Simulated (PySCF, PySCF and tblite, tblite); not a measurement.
# C8H11N: conformers and averaged spectra

Which conformers does C8H11N (`CC(C)c1ccncc1`) populate, and what do their averaged NMR parameters look like?

Computed with tblite 0.8.0 (tight binding) and PySCF 2.14.0 (DFT, with response routines of our own); each step states its level. Atoms count from 0 throughout.

## 1. The molecule as given

20 atoms, charge 0, multiplicity 1; geometry from: MMFF94s geometry.

Bonds of the start (Å): C0–C1 1.53, C0–H10 1.10, C0–H11 1.10, C0–H9 1.08, C1–C2 1.53, C1–C3 1.51, C1–H12 1.11, C2–H13 1.10, C2–H14 1.08, C2–H15 1.10, C3–C4 1.38, C3–C8 1.41, C4–C5 1.39, C4–H16 1.09, C5–H17 1.08, C5–N6 1.34, C7–C8 1.39, C7–H18 1.09, C8–H19 1.09, N6–C7 1.36.

## 2. GFN2-xTB relaxation, conformer 1

The job: settings as JSON, then the geometry in Å.

```
{"job": {"xc": "GFN2-xTB", "basis": "xTB", "kind": "relax"}, "charge": 0, "multiplicity": 1}
C      1.969300     0.968700     0.165500
C      1.161700    -0.326400     0.029900
C      1.459400    -1.017100    -1.297400
C     -0.319100    -0.092500     0.235300
C     -1.066400     0.719600    -0.600200
C     -2.425400     0.886900    -0.363600
N     -3.076400     0.304100     0.657400
C     -2.336600    -0.483100     1.477200
C     -0.979200    -0.719100     1.309900
H      3.031900     0.773600     0.103000
H      1.700300     1.684900    -0.624200
H      1.764800     1.451800     1.132500
H      1.521100    -1.004500     0.837900
H      1.176000    -0.380900    -2.152800
H      2.513000    -1.238400    -1.393600
H      0.889600    -1.951400    -1.375400
H     -0.608400     1.231200    -1.448300
H     -3.031900     1.512300    -1.001400
H     -2.892000    -0.946500     2.294700
H     -0.456800    -1.362700     2.010700
```

Started as:

```sh
$ OMP_NUM_THREADS=1 python ens_run.py task.json out
```

This one command runs the whole study; its stages follow in the order run.

The log of the run:

```text
step      E/eV     max force
  0    -697.95270    1.530
  1    -698.01512    0.504
  2    -698.02417    0.282
  3    -698.03087    0.166
  4    -698.03330    0.115
  5    -698.03431    0.071
  6    -698.03489    0.073
  7    -698.03540    0.058
  8    -698.03596    0.072
  9    -698.03658    0.080
 10    -698.03721    0.061
 11    -698.03769    0.052
 12    -698.03795    0.032
 13    -698.03795    0.032
 14    -698.03805    0.029
 15    -698.03829    0.034
 16    -698.03839    0.029
 17    -698.03857    0.026
 18    -698.03867    0.027
 19    -698.03878    0.033
 20    -698.03890    0.029
 21    -698.03904    0.025
 22    -698.03917    0.024
 23    -698.03930    0.036
 24    -698.03940    0.035
 25    -698.03950    0.021
 26    -698.03956    0.013
 27    -698.03960    0.013
 28    -698.03963    0.014
 29    -698.03965    0.012
 30    -698.03967    0.009
 31    -698.03968    0.008
 32    -698.03969    0.006
 33    -698.03969    0.006
 34    -698.03970    0.005
 35    -698.03970    0.004
 36    -698.03971    0.005
 37    -698.03971    0.004
 38    -698.03971    0.003
```

It took 0.27 s on 1 thread of Arm Neoverse V1, shared host.

The energy fell by 0.087 eV, and the atoms moved 0.03 Å (root mean square).

## 3. Shieldings, conformer 1: B3LYP/pcSseg-1 in chloroform

The job: settings as JSON, then the geometry in Å.

```
{"job": {"xc": "B3LYP", "basis": "pcSseg-1", "solvent": "chloroform", "kind": "nmr", "pop": true}, "charge": 0, "multiplicity": 1}
C      1.945624     0.977469     0.165264
C      1.175428    -0.339947     0.052244
C      1.436102    -1.007949    -1.299569
C     -0.299997    -0.111043     0.255256
C     -1.039560     0.705091    -0.594902
C     -2.392216     0.875503    -0.354577
N     -3.035988     0.301872     0.648004
C     -2.337993    -0.474448     1.458017
C     -0.981172    -0.711748     1.307752
H      3.014881     0.793708     0.086935
H      1.656635     1.663598    -0.627142
H      1.745237     1.454305     1.122541
H      1.527707    -1.012948     0.842198
H      1.137071    -0.356555    -2.117169
H      2.495040    -1.231419    -1.408657
H      0.875957    -1.937347    -1.378802
H     -0.574640     1.202546    -1.431971
H     -2.996095     1.503811    -0.996804
H     -2.896343    -0.927654     2.267269
H     -0.460825    -1.356168     2.001076
```

The log of the run:

```text
coarse grid: 16576 points
cycle   1  E = -366.0618421164  dE =  1.285e+00  |g| = 4.827e-01  |ddm| = 4.133e+00
cycle   2  E = -366.0484172548  dE =  1.342e-02  |g| = 5.518e-01  |ddm| = 1.078e+00
cycle   3  E = -366.1232014460  dE = -7.478e-02  |g| = 7.325e-02  |ddm| = 5.509e-01
cycle   4  E = -366.1240353857  dE = -8.339e-04  |g| = 3.729e-02  |ddm| = 7.585e-02
cycle   5  E = -366.1243142655  dE = -2.789e-04  |g| = 9.366e-03  |ddm| = 4.008e-02
cycle   6  E = -366.1243315602  dE = -1.729e-05  |g| = 4.486e-03  |ddm| = 1.379e-02
cycle   7  E = -366.1243366266  dE = -5.066e-06  |g| = 7.596e-04  |ddm| = 4.257e-03
final grid: 159752 points
cycle   8  E = -366.1972087908  dE = -5.959e-05  |g| = 7.156e-03  |ddm| = 5.272e-02
cycle   9  E = -366.1972054618  dE =  3.329e-06  |g| = 8.118e-03  |ddm| = 1.391e-02
cycle  10  E = -366.1972216211  dE = -1.616e-05  |g| = 1.028e-03  |ddm| = 7.504e-03
cycle  11  E = -366.1972218355  dE = -2.144e-07  |g| = 3.583e-04  |ddm| = 1.190e-03
cycle  12  E = -366.1972218627  dE = -2.721e-08  |g| = 1.057e-04  |ddm| = 4.441e-04
cycle  13  E = -366.1972218655  dE = -2.747e-09  |g| = 2.896e-05  |ddm| = 1.256e-04
cycle  14  E = -366.1972218657  dE = -1.883e-10  |g| = 8.868e-06  |ddm| = 2.999e-05
converged SCF energy = -366.1972218657

GIAO shielding tensors (ppm)
atom      isotropic    diamagn.    paramagn.     s11        s22        s33       span
  0 C      154.900     247.048     -92.148    140.087    146.160    178.454     38.367
  1 C      140.249     243.442    -103.193    129.184    135.727    155.837     26.653
  2 C      154.915     247.044     -92.129    140.091    146.191    178.463     38.372
  3 C       13.871     262.163    -248.292    -80.292    -48.889    170.795    251.087
  4 C       55.145     255.188    -200.044    -57.753     48.652    174.534    232.287
  5 C       25.908     251.354    -225.445    -84.598     22.399    139.923    224.522
  6 N      -80.795     335.932    -416.727   -372.504   -170.588    300.706    673.211
  7 C       25.448     251.436    -225.988    -84.172     21.472    139.044    223.216
  8 C       52.219     253.433    -201.213    -55.860     58.649    153.868    209.727
  9 H       30.417      29.734       0.684     26.651     27.503     37.098     10.447
 10 H       30.492      31.740      -1.247     26.423     29.997     35.057      8.634
 11 H       30.529      30.942      -0.413     26.562     28.787     36.238      9.676
 12 H       29.046      33.548      -4.502     25.314     27.676     34.147      8.832
 13 H       30.494      31.743      -1.250     26.421     30.001     35.059      8.638
 14 H       30.418      29.734       0.685     26.651     27.505     37.098     10.447
 15 H       30.529      30.942      -0.413     26.562     28.784     36.241      9.679
 16 H       24.368      34.933     -10.565     21.203     21.230     30.670      9.466
 17 H       23.035      29.698      -6.663     18.846     22.778     27.480      8.634
 18 H       23.103      29.028      -5.925     19.022     23.059     27.227      8.205
 19 H       24.484      34.217      -9.733     21.621     22.313     29.519      7.897
```

It took 36 s on 1 thread of Arm Neoverse V1, shared host; peak memory 1.1 GiB.

This run: HOMO -7.14 eV, LUMO -0.77 eV; dipole 3.50 D.

## 4. Couplings, conformer 1: B3LYP/6-31G*+pcJ-1

Changed since step 3:

```diff
@@ -1,2 +1,2 @@
-{"job": {"xc": "B3LYP", "basis": "pcSseg-1", "solvent": "chloroform", "kind": "nmr", "pop": true}, "charge": 0, "multiplicity": 1}
+{"job": {"xc": "B3LYP", "basis": {"default": "6-31G*", "H": "pcJ-1"}, "nuclei": ["H", "F", "P", "Si", "B"], "kind": "j"}, "charge": 0, "multiplicity": 1}
 C      1.945624     0.977469     0.165264
```

The log of the run:

```text
coarse grid: 16576 points
cycle   1  E = -366.2424698643  dE =  1.303e+00  |g| = 4.974e-01  |ddm| = 4.118e+00
cycle   2  E = -366.2272058001  dE =  1.526e-02  |g| = 5.714e-01  |ddm| = 1.178e+00
cycle   3  E = -366.3101488320  dE = -8.294e-02  |g| = 8.624e-02  |ddm| = 6.416e-01
cycle   4  E = -366.3113537525  dE = -1.205e-03  |g| = 4.341e-02  |ddm| = 9.847e-02
cycle   5  E = -366.3117519490  dE = -3.982e-04  |g| = 1.319e-02  |ddm| = 5.226e-02
cycle   6  E = -366.3117954361  dE = -4.349e-05  |g| = 5.222e-03  |ddm| = 1.932e-02
cycle   7  E = -366.3118024059  dE = -6.970e-06  |g| = 8.567e-04  |ddm| = 5.109e-03
final grid: 159752 points
cycle   8  E = -366.2407176736  dE = -6.091e-05  |g| = 7.628e-03  |ddm| = 4.377e-02
cycle   9  E = -366.2407143668  dE =  3.307e-06  |g| = 8.497e-03  |ddm| = 1.614e-02
cycle  10  E = -366.2407331766  dE = -1.881e-05  |g| = 9.464e-04  |ddm| = 8.675e-03
cycle  11  E = -366.2407333516  dE = -1.751e-07  |g| = 4.121e-04  |ddm| = 1.167e-03
cycle  12  E = -366.2407333885  dE = -3.686e-08  |g| = 1.331e-04  |ddm| = 5.283e-04
cycle  13  E = -366.2407333932  dE = -4.674e-09  |g| = 3.670e-05  |ddm| = 1.752e-04
cycle  14  E = -366.2407333935  dE = -3.168e-10  |g| = 1.151e-05  |ddm| = 4.162e-05
converged SCF energy = -366.2407333935

Indirect spin-spin couplings (Hz)
  i      j    bonds     total        FC       PSO       DSO        SD
  9 H   10 H    2    -13.567   -13.130     1.999    -2.436         -
  9 H   11 H    2    -13.675   -13.191     2.060    -2.544         -
  9 H   12 H    3      4.136     4.124     0.147    -0.135         -
  9 H   13 H    4     -0.426    -0.277     0.359    -0.508         -
  9 H   14 H    4      0.237    -0.131    -0.870     1.238         -
  9 H   15 H    4     -0.443     0.006     1.064    -1.513         -
  9 H   16 H    5     -0.356    -0.166     0.543    -0.732         -
  9 H   17 H    6     -0.232     0.052     0.657    -0.941         -
  9 H   19 H    5     -0.261    -0.087     0.499    -0.673         -
 10 H   11 H    2    -13.786   -13.363     1.942    -2.366         -
 10 H   12 H    3     13.380    14.218     1.821    -2.659         -
 10 H   13 H    4      0.174    -0.280    -1.000     1.454         -
 10 H   14 H    4     -0.424    -0.277     0.357    -0.504         -
 10 H   15 H    4     -0.664    -0.223     1.065    -1.506         -
 10 H   16 H    5      0.678    -0.112    -1.777     2.566         -
 10 H   18 H    6     -0.364    -0.045     0.640    -0.959         -
 10 H   19 H    5     -0.301     0.031     0.794    -1.125         -
 11 H   12 H    3      3.388     3.400     0.206    -0.218         -
 11 H   13 H    4     -0.665    -0.224     1.064    -1.506         -
 11 H   14 H    4     -0.440     0.009     1.065    -1.514         -
 11 H   15 H    4      2.717     3.197     1.289    -1.769         -
 11 H   17 H    6     -0.214    -0.004     0.416    -0.625         -
 11 H   18 H    6     -0.179     0.005     0.345    -0.530         -
 12 H   13 H    3     13.385    14.224     1.821    -2.659         -
 12 H   14 H    3      4.120     4.108     0.149    -0.138         -
 12 H   15 H    3      3.403     3.414     0.205    -0.217         -
 12 H   16 H    4     -0.938    -0.418     1.146    -1.667         -
 12 H   19 H    4      0.307    -0.439    -1.552     2.298         -
 13 H   14 H    2    -13.568   -13.131     2.000    -2.436         -
 13 H   15 H    2    -13.802   -13.380     1.942    -2.364         -
 13 H   16 H    5      0.676    -0.114    -1.780     2.571         -
 13 H   18 H    6     -0.364    -0.045     0.640    -0.959         -
 13 H   19 H    5     -0.301     0.030     0.794    -1.125         -
 14 H   15 H    2    -13.676   -13.192     2.060    -2.544         -
 14 H   16 H    5     -0.356    -0.166     0.542    -0.731         -
 14 H   17 H    6     -0.232     0.052     0.657    -0.941         -
 14 H   19 H    5     -0.261    -0.087     0.499    -0.674         -
 15 H   17 H    6     -0.214    -0.005     0.416    -0.625         -
 15 H   18 H    6     -0.180     0.005     0.345    -0.530         -
 16 H   17 H    3      5.823     5.962     0.106    -0.245         -
 16 H   18 H    5      0.250     0.932     1.228    -1.910         -
 16 H   19 H    4      0.971     1.662     1.251    -1.941         -
 17 H   18 H    4     -1.402    -0.650     1.331    -2.083         -
 17 H   19 H    5      0.172     0.859     1.247    -1.934         -
 18 H   19 H    3      5.468     5.627     0.181    -0.340         -
```

Wall time 49 s (1 thread of Arm Neoverse V1, shared host); peak memory 1.1 GiB.

Key values: HOMO -6.69 eV, LUMO -0.42 eV; dipole 2.53 D.

(Part 1 of 2 ends here.)
